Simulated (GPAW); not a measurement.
Runs of GPAW 26.7.0 on Pb. All rows change the cell; the cell of one of them follows. The cell holds a slab with vacuum, 4 atoms: a = 3.493 Å, b = 3.493 Å, c = 23.556 Å, α = 90.00°, β = 90.00°, γ = 120.00°. 

```csv
task,level,potentials or basis,bias,tip height,symmetry,older calculator (legacy_gpaw),gap on the mesh (eV),largest force (eV/Å),work function (eV)
stm,LDA,"PAW data sets generated in the run's folder for this functional, pw",-1.5,4,point_group=False,-,none,0.37,(a)
single point,PBE,"GPAW PAW data sets (gpaw-data 1.2.1), pw",-,-,-,-,none,0.31,3.75
stm,optB88-vdW,"GPAW PAW data sets (gpaw-data 1.2.1), pw",1,2.5,point_group=False,yes,none,(b),4.00
electron localisation function,LDA,"PAW data sets generated in the run's folder for this functional, pw",-,-,-,-,none,0.37,-
```

Alike in all rows: no spin polarisation; cell the (1 1 1) slab of Pb, cut from the database cell, not relaxed; k mesh 9 × 9 × 1; cutoff (eV) 450; smearing fermi-dirac 0.05 eV.

Problem. Estimate the missing entries.

Solution. (a) 4.07; (b) 0.29.

Caveats: the PAW data sets were made with another functional, which shifts forces and pressure a little (some runs).

A k mesh can miss the band edges, and the runs leave out spin-orbit coupling on Pb.

A gap of «none» marks a metal or a gap under the smearing width.

Not every run made on this cell is shown here.
